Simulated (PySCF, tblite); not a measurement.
# C₇H₁₂GeO: geometry, infrared bands and NMR shifts

Aim: predict the infrared bands and NMR shifts of C₇H₁₂GeO (`CCC1=[C](OC)[GeH2][CH]=C1`).

Programs: tblite 0.8.0 and PySCF 2.14.0, with density-fitted response routines of our own. Each step states its level of theory. These are calculated values for one molecule in the gas phase, unless marked as measured. Atoms are numbered from 0 throughout.

## Step 1: Starting geometry

21 atoms, charge 0, multiplicity 1; geometry from: force field or distance geometry start.

Bonds of the start (Å): C0–C1 1.54, C1–C2 1.49, C2–C3 1.35, C3–O4 1.39, O4–C5 1.42, C3–Ge6 1.91, Ge6–C7 1.90, C7–C8 1.33, C8–C2 1.48, C0–H9 1.12, C0–H10 1.10, C0–H11 1.11, C1–H12 1.10, C1–H13 1.10, C5–H14 1.12, C5–H15 1.10, C5–H16 1.11, Ge6–H17 1.55, Ge6–H18 1.54, C7–H19 1.08, C8–H20 1.07.

## Step 2: Relaxing the molecule with GFN2-xTB

Job settings and geometry (Å):

```
{"job": {"kind": "relax", "xc": "GFN2-xTB", "basis": "xTB"}, "charge": 0, "multiplicity": 1}
C      2.515400     0.101000     0.967600
C      1.936100    -0.075600    -0.445300
C      0.533600    -0.583600    -0.374300
C     -0.532700     0.231900    -0.255200
O     -0.426700     1.616000    -0.179400
C     -1.558300     2.469600    -0.041300
Ge    -2.164800    -0.756000    -0.147700
C     -1.080200    -2.314900    -0.277600
C      0.209100    -2.023800    -0.383900
H      1.905300     0.852400     1.534700
H      3.552600     0.460500     0.900900
H      2.490500    -0.864700     1.520000
H      2.565600    -0.807900    -0.979400
H      1.991500     0.884900    -0.986700
H     -1.214800     3.533900    -0.016000
H     -2.250700     2.335800    -0.882100
H     -2.077400     2.247800     0.916700
H     -2.843300    -0.635900     1.244200
H     -3.060200    -0.543500    -1.385600
H     -1.460700    -3.330900    -0.267800
H      0.961000    -2.780200    -0.462300
```

Command:

```
$ OMP_NUM_THREADS=1 python probes_run.py task.json out
```

This one command runs all jobs of the session in turn.

The program printed:

```text
step      E/eV     max force
  0    -735.22651    1.886
  1    -735.36430    0.791
  2    -735.44526    0.659
  3    -735.48620    0.559
  4    -735.51174    0.451
  5    -735.53799    0.387
  6    -735.55531    0.263
  7    -735.56797    0.337
  8    -735.57764    0.286
  9    -735.58474    0.204
 10    -735.58976    0.163
 11    -735.59385    0.146
 12    -735.59633    0.109
 13    -735.59715    0.059
 14    -735.59738    0.029
 15    -735.59755    0.035
 16    -735.59779    0.038
 17    -735.59801    0.039
 18    -735.59815    0.027
 19    -735.59824    0.023
 20    -735.59832    0.020
 21    -735.59842    0.025
 22    -735.59852    0.026
 23    -735.59861    0.022
 24    -735.59870    0.024
 25    -735.59880    0.023
 26    -735.59891    0.025
 27    -735.59902    0.026
 28    -735.59912    0.022
 29    -735.59921    0.025
 30    -735.59931    0.027
 31    -735.59943    0.024
 32    -735.59956    0.025
 33    -735.59966    0.019
 34    -735.59971    0.017
 35    -735.59974    0.016
 36    -735.59978    0.013
 37    -735.59982    0.016
 38    -735.59987    0.015
 39    -735.59993    0.019
 40    -735.59999    0.018
 41    -735.60007    0.020
 42    -735.60015    0.019
 43    -735.60021    0.019
 44    -735.60024    0.015
 45    -735.60028    0.014
 46    -735.60033    0.018
 47    -735.60039    0.021
 48    -735.60046    0.020
 49    -735.60052    0.021
 50    -735.60058    0.022
 51    -735.60064    0.021
 52    -735.60070    0.018
 53    -735.60076    0.021
 54    -735.60081    0.021
 55    -735.60088    0.019
 56    -735.60095    0.021
 57    -735.60102    0.020
 58    -735.60108    0.017
 59    -735.60114    0.017
 60    -735.60120    0.016
 61    -735.60127    0.019
 62    -735.60135    0.021
 63    -735.60146    0.026
 64    -735.60160    0.031
 65    -735.60177    0.033
 66    -735.60194    0.029
 67    -735.60210    0.023
 68    -735.60222    0.027
 69    -735.60232    0.027
 70    -735.60242    0.027
 71    -735.60253    0.024
 72    -735.60261    0.022
 73    -735.60267    0.024
 74    -735.60273    0.025
 75    -735.60281    0.034
 76    -735.60292    0.039
 77    -735.60303    0.033
 78    -735.60313    0.035
 79    -735.60322    0.035
 80    -735.60337    0.034
 81    -735.60355    0.044
 82    -735.60379    0.040
 83    -735.60396    0.039
 84    -735.60411    0.035
 85    -735.60429    0.041
 86    -735.60454    0.052
 87    -735.60480    0.044
 88    -735.60494    0.026
 89    -735.60500    0.034
 90    -735.60508    0.018
 91    -735.60514    0.013
 92    -735.60522    0.012
 93    -735.60528    0.014
 94    -735.60531    0.015
 95    -735.60535    0.014
 96    -735.60541    0.012
 97    -735.60546    0.010
```

Wall time 1.3 s (1 thread of Arm Neoverse N1, shared host); peak memory 0.18 GiB.

Relaxation path: (not every step is listed)

```csv
step,energy from step 0 (eV),largest force (eV/Å)
0,0.0000,1.8856
1,-0.1378,0.7912
2,-0.2188,0.6587
3,-0.2597,0.5586
4,-0.2852,0.4506
5,-0.3115,0.3873
6,-0.3288,0.2626
7,-0.3415,0.3372
8,-0.3511,0.2864
16,-0.3713,0.0377
24,-0.3722,0.0237
32,-0.3731,0.0248
40,-0.3735,0.0185
48,-0.3740,0.0202
56,-0.3744,0.0209
64,-0.3751,0.0313
72,-0.3761,0.0217
80,-0.3769,0.0343
88,-0.3784,0.0255
92,-0.3787,0.0124
93,-0.3788,0.0136
94,-0.3788,0.0152
95,-0.3788,0.0139
96,-0.3789,0.0121
97,-0.3790,0.0099
```

Distances of close pairs at the start and the end, largest changes first:

```csv
bond,before (Å),after (Å),change (Å)
C3–Ge6,1.911,1.974,+0.063
Ge6–H17,1.553,1.505,-0.048
Ge6–H18,1.542,1.506,-0.037
Ge6–C7,1.904,1.938,+0.034
C0–H9,1.122,1.087,-0.034
C3–O4,1.390,1.358,-0.032
C5–H14,1.119,1.089,-0.030
C0–H11,1.113,1.088,-0.025
```

The end geometry stands in the next job.

## Step 3: Vibrational analysis with GFN2-xTB

Job settings and geometry (Å):

```
{"job": {"kind": "ir", "xc": "GFN2-xTB", "basis": "xTB"}, "charge": 0, "multiplicity": 1}
C      2.609844    -0.103690     0.968592
C      1.933743     0.009755    -0.398700
C      0.510761    -0.458193    -0.326548
C     -0.556408     0.362412    -0.223744
O     -0.423586     1.713732    -0.204160
C     -1.623513     2.435067    -0.182529
Ge    -2.189425    -0.737502    -0.079163
C     -1.050646    -2.300205    -0.208130
C      0.219042    -1.883283    -0.318099
H      2.096269     0.526918     1.690503
H      3.649677     0.210119     0.909130
H      2.576221    -1.131096     1.325370
H      2.483006    -0.595458    -1.125026
H      1.950774     1.049570    -0.728777
H     -1.356873     3.489954    -0.137252
H     -2.215217     2.246264    -1.086773
H     -2.227058     2.172211     0.695620
H     -2.929442    -0.551151     1.218594
H     -3.196396    -0.529135    -1.179428
H     -1.322114    -3.341539    -0.200061
H      1.052421    -2.567807    -0.409890
```

The program printed:

```text
mode    cm-1     km/mol
  1      44.3      0.46
  2      52.7      2.45
  3      93.5      1.38
  4     159.3      0.05
  5     165.8      0.12
  6     196.0      1.46
  7     199.6      0.49
  8     280.5      2.34
  9     294.4      1.35
 10     310.8     11.50
 11     334.6      9.85
 12     452.1     18.48
 13     478.8     42.71
 14     488.9     16.71
 15     540.9     21.37
 16     566.1     10.68
 17     601.5     73.84
 18     618.9      5.46
 19     719.6     41.68
 20     744.3     27.92
 21     820.8     23.98
 22     827.3    208.73
 23     890.8     27.42
 24     908.9      3.36
 25    1013.4     10.77
 26    1033.0      2.63
 27    1078.9      6.27
 28    1080.3      3.17
 29    1105.3     48.84
 30    1127.1      2.18
 31    1159.4     24.26
 32    1215.3     19.20
 33    1223.0    194.94
 34    1253.1     25.31
 35    1314.8      0.49
 36    1328.7      8.36
 37    1404.7      0.62
 38    1406.6      1.07
 39    1461.5      9.47
 40    1466.8      9.23
 41    1478.4      0.25
 42    1499.6      3.26
 43    1505.1      0.56
 44    1540.3    151.83
 45    1627.5     45.68
 46    1923.3    303.50
 47    1983.8    499.55
 48    2891.0     44.97
 49    2911.0     37.72
 50    2955.9     40.56
 51    2994.1     17.72
 52    3022.8     16.86
 53    3028.2     62.59
 54    3030.4     37.50
 55    3039.2     26.30
 56    3045.7     53.81
 57    3094.0     39.67
```

Run time: 1.6 s. Hardware: 1 thread of Arm Neoverse N1, shared host; peak memory 0.18 GiB.

Which atoms move in the most intense modes:

| cm⁻¹ | km/mol | atoms |
| --- | --- | --- |
| 602 | 73.8 | C7 23 %, H18 20 %, H17 18 %, O4 11 % |
| 827 | 208.7 | H17 48 %, H18 48 % |
| 1223 | 194.9 | C3 33 %, O4 22 %, C2 14 % |
| 1540 | 151.8 | C8 40 %, C7 30 %, C2 13 %, C3 12 % |
| 1923 | 303.5 | H18 53 %, H17 46 % |
| 1984 | 499.6 | H17 53 %, H18 46 % |
| 3028 | 62.6 | H10 60 %, H11 29 % |
| 3046 | 53.8 | H20 90 % |

## Step 4: Nuclear shieldings: PBE0/pcSseg-1

The job, as its differences from that of step 3:

```diff
@@ -1,2 +1,2 @@
-{"job": {"kind": "ir", "xc": "GFN2-xTB", "basis": "xTB"}, "charge": 0, "multiplicity": 1}
+{"job": {"kind": "nmr", "xc": "PBE0", "basis": "pcSseg-1"}, "charge": 0, "multiplicity": 1}
 C      2.609844    -0.103690     0.968592
```

Method: GIAO PBE0/pcSseg-1 NMR shielding, non-relativistic, gas phase.

The program printed:

```text
coarse grid: 78520 points
cycle   1  E = -2425.0819810348  dE =  5.928e-01  |g| = 1.022e+00  |ddm| = 4.351e+00
cycle   2  E = -2424.9995152743  dE =  8.247e-02  |g| = 1.167e+00  |ddm| = 1.500e+00
cycle   3  E = -2425.1948383247  dE = -1.953e-01  |g| = 1.555e-01  |ddm| = 1.000e+00
cycle   4  E = -2425.1989833103  dE = -4.145e-03  |g| = 6.701e-02  |ddm| = 1.640e-01
cycle   5  E = -2425.1997477936  dE = -7.645e-04  |g| = 1.309e-02  |ddm| = 5.335e-02
cycle   6  E = -2425.1997798043  dE = -3.201e-05  |g| = 6.638e-03  |ddm| = 1.623e-02
cycle   7  E = -2425.1997892238  dE = -9.420e-06  |g| = 1.415e-03  |ddm| = 7.277e-03
final grid: 167168 points
cycle   8  E = -2425.1998765089  dE =  9.454e-07  |g| = 2.544e-03  |ddm| = 5.393e-03
cycle   9  E = -2425.1998721692  dE =  4.340e-06  |g| = 4.949e-03  |ddm| = 7.427e-03
cycle  10  E = -2425.1998780937  dE = -5.925e-06  |g| = 3.930e-04  |ddm| = 4.872e-03
cycle  11  E = -2425.1998781314  dE = -3.767e-08  |g| = 4.594e-05  |ddm| = 4.024e-04
cycle  12  E = -2425.1998781318  dE = -4.011e-10  |g| = 1.336e-05  |ddm| = 6.823e-05
converged SCF energy = -2425.1998781318

GIAO shielding tensors (ppm)
atom      isotropic    diamagn.    paramagn.     s11        s22        s33       span
  0 C      169.817     247.075     -77.258    154.947    168.444    186.060     31.112
  1 C      161.460     244.890     -83.430    145.999    167.345    171.035     25.037
  2 C       49.312     261.507    -212.195    -52.817     63.561    137.191    190.008
  3 C       15.165     258.641    -243.477    -50.471     27.614     68.351    118.822
  4 O      224.677     399.915    -175.238     92.619    275.689    305.721    213.102
  5 C      123.797     244.992    -121.194     87.626    101.111    182.655     95.029
  6 Ge    1526.889    2756.443   -1229.554   1438.096   1498.978   1643.594    205.498
  7 C       69.097     261.482    -192.385    -32.304     73.379    166.215    198.519
  8 C       26.680     251.462    -224.782    -86.767     36.936    129.871    216.638
  9 H       30.808      30.911      -0.104     26.317     30.364     35.742      9.425
 10 H       30.628      28.067       2.560     26.350     27.223     38.311     11.962
 11 H       30.687      30.414       0.274     26.214     29.959     35.888      9.674
 12 H       29.897      30.884      -0.986     25.572     28.174     35.945     10.373
 13 H       28.824      31.996      -3.171     24.055     29.463     32.955      8.900
 14 H       27.567      28.292      -0.725     23.077     25.724     33.901     10.824
 15 H       28.000      29.346      -1.346     24.560     26.066     33.375      8.815
 16 H       28.043      29.837      -1.794     24.506     26.660     32.962      8.456
 17 H       27.038      29.709      -2.671     20.630     21.908     38.576     17.947
 18 H       27.055      29.565      -2.510     20.404     21.975     38.787     18.383
 19 H       25.976      31.247      -5.271     24.048     26.301     27.578      3.530
 20 H       24.571      32.449      -7.878     22.497     23.101     28.116      5.619
```

Run time: 1.9 min. Hardware: 1 thread of Arm Neoverse N1, shared host; peak memory 1.1 GiB.

Shifts follow as δ = σ(reference) − σ, with reference shieldings (ppm) from runs at the same level and on the same kind of geometry: 1H TMS 31.72, 13C TMS 186.9, 17O H2O 336.1, 73Ge GeMe4 1331. The references are single molecules in the gas phase, so shifts against H2O, NH3, PH3, H3PO4 or CFCl3 are not on the usual liquid scales and can be off by tens of ppm. Atoms listed in one row are averaged.

| atoms | environment | σ (ppm) | δ (ppm) |
| --- | --- | --- | --- |
| C3 | alkene carbon bearing oxygen | 15.2 | 171.8 |
| C8 | alkene CH | 26.7 | 160.2 |
| C2 | β carbon of an enol-ether or enamine type C=C | 49.3 | 137.6 |
| C7 | alkene CH | 69.1 | 117.8 |
| C5 | methyl carbon bonded to O | 123.8 | 63.1 |
| C1 | allylic sp3 CH2 | 161.5 | 25.5 |
| C0 | methyl carbon | 169.8 | 17.1 |
| H20 | hydrogen on an alkene CH | 24.57 | 7.15 |
| H19 | hydrogen on an alkene CH | 25.98 | 5.74 |
| H17, H18 | hydrogen on a germanium bonded to 2 C, in a 5-membered ring | 27.05 | 4.67 |
| H14, H15, H16 | hydrogen on a methyl carbon bonded to O | 27.87 | 3.85 |
| H12, H13 | hydrogen on an allylic sp3 CH2 | 29.36 | 2.36 |
| H9, H10, H11 | hydrogen on a methyl carbon | 30.71 | 1.01 |
| O4 | ether oxygen | 224.7 | 111.4 |
| Ge6 | germanium bonded to 2 C, 2 H, in a 5-membered ring | 1527 | -196 |

Charges from the same density, by scheme (e):

```
atoms  Mulliken    IAO  Hirshfeld  ESP fit
   C0     -0.27  -0.41      -0.12    -0.30
   C1     -0.11  -0.26      -0.07     0.18
   C2     -0.31  -0.06      -0.03    -0.21
   C3     -0.06  -0.05      -0.02     0.03
   O4     -0.46  -0.31      -0.10    -0.16
   C5     -0.04  -0.20      -0.04    -0.25
  Ge6      0.55   0.58       0.31     0.49
   C7     -0.40  -0.43      -0.16    -0.49
   C8      0.02  -0.12      -0.04    -0.07
```

Mayer bond orders: C0–C1 1.04, C1–C2 1.05, C2–C3 1.65, C3–O4 0.99, O4–C5 0.91, C3–Ge6 0.84, Ge6–C7 0.93, C7–C8 1.76, C8–C2 1.10.

Ring of atoms C2, C3, Ge6, C7, C8: NICS(0) -1.2, NICS(1) -2.0, NICS(1)zz 3.1 ppm (means of both faces).

## Step 5: Outcome

| quantity | value |
| --- | --- |
| strongest single infrared mode (GFN2-xTB) | 1984 cm⁻¹, 500 km/mol |
| zero-point energy (GFN2-xTB) | 103.0 kcal/mol |
| 13C shifts against TMS (PBE0/pcSseg-1) | 171.8, 160.2, 137.6, 117.8, 63.1, 25.5, 17.1 ppm |
| 1H shifts against TMS (PBE0/pcSseg-1, means over atoms taken as alike) | 7.15, 5.74, 4.67, 3.85, 2.36, 1.01 ppm |
| 17O shifts against H2O (PBE0/pcSseg-1) | 111.4 ppm |
| 73Ge shifts against GeMe4 (PBE0/pcSseg-1) | -196 ppm |

In words: Over 97 steps the energy fell by 0.379 eV; of the close pairs, C3–Ge6 changed most, 1.911 to 1.974 Å. All 57 modes are real, so the xTB geometry is a minimum. The strongest single mode, at 1984 cm⁻¹, moves mainly H17 and H18. Unscaled tight-binding wavenumbers are off by several per cent, some by more. Its intensities can rank the bands wrongly. Spin-orbit coupling is left out, which matters for shieldings and couplings at and beside the heavy atoms.
